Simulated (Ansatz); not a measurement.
Run this with the Python package of Ansatz (0.2.0) and show what comes out.

`pipeline.py`
```python
"""Relax ZrOs, then bands and states at the relaxed cell."""

from dataclasses import dataclass
import warnings

import ansatz as az
import numpy as np
from pymatgen.core import Lattice, Structure
from pymatgen.io.ase import AseAtomsAdaptor


@dataclass(frozen=True)
class Settings:
    xc: str = "pbesol"
    dispersion: str = "d3bjatm"
    tolerance: float = 1e-08
    occupations: str = "Gaussian"


cfg = Settings()


def count_gap(report):
    # lowest empty less highest filled band, counting bands; zero where they overlap
    return max(report.get("gap_by_band_count_ev") or 0.0, 0.0)


def setup_for(crystal, spacing):
    return (
        crystal.calculation()
        .functional(cfg.xc, dispersion=cfg.dispersion)
        .scf(tolerance=cfg.tolerance)
        .occupations(cfg.occupations)
        .kpoints(spacing=spacing)
    )

warnings.simplefilter("ignore", az.DeckWarning)

pmg_structure = Structure(
    Lattice([[3.263, 0.0, 0.0], [0.0, 3.263, 0.0], [0.0, 0.0, 3.263]]),
    ["Zr", "Os"],
    [
        [0.5, 0.5, 0.5],
        [0.0, 0.0, 0.0],
    ],
)
zros = az.Crystal.from_ase(AseAtomsAdaptor.get_atoms(pmg_structure))

relaxed = setup_for(zros, 0.3).relax(cell=True, force_tolerance=0.01, max_steps=40).checkpoint(write="relax.run").run(threads=1)
cell = np.asarray(relaxed.lattice.cell_ang)
print("relaxed edges (A):", np.linalg.norm(cell, axis=1).round(4), " volume:", round(abs(np.linalg.det(cell)), 3), "A^3")
for site in relaxed.lattice.sites:
    print(" ", site.symbol, np.round(site.position_frac, 4) + 0.0)

final = az.Crystal.from_checkpoint("relax.run")
result = setup_for(final, 0.22).functional("pbesol").stress().band_table().density_of_states(energy_step=0.05).run(threads=1)
data = result.report
dos = result.density_of_states()
print(f"pressure at the relaxed cell {np.trace(data['stress_gpa']) / 3:.3f} GPa, gap by band count {count_gap(data):.3f} eV")
if count_gap(data) == 0:
    print("states/eV at the Fermi level:", round(float(np.interp(dos.fermi_ev, dos.energies_ev, dos.spin_summed_g_bin_mean_per_ev)), 3))
```

```console
$ python pipeline.py
relaxed edges (A): [3.2265 3.2265 3.2265]  volume: 33.59 A^3
  Zr [0.5 0.5 0.5]
  Os [0. 0. 0.]
pressure at the relaxed cell -0.664 GPa, gap by band count 0.000 eV
states/eV at the Fermi level: 0.411
```

What to keep in mind:
- Dispersion corrections can be off by several per cent in the lattices of metals, and by several GPa in the pressure at a fixed cell.
- Only differences from the Fermi energy are physical; the zero of the scale is a convention.
- The program warned that this SCF threshold is loose for forces or stresses.
- A gap by band count of zero or less means overlapping bands, a metal.
- The starting cell is as deposited in a crystallographic database; the results hold for this polymorph, which needn't be the stable one.
- Gaps and levels are Kohn-Sham values on a finite set of k-points, without spin-orbit coupling.
- Where the second run takes another functional or mesh than the relaxation, its pressure isn't zero; pressure is positive in compression.
- The computed bands are complete only to about 1.4 eV above the Fermi level; beyond that the density of states is undercounted.
- The script silences the warnings on its input, which a real study should read.
- Hardware and time: 9.5 s on 1 thread of Arm Neoverse V1, with other jobs on the host, peak memory 0.45 GiB.

(Lines on the test bed's own set-up are left out of the output.)
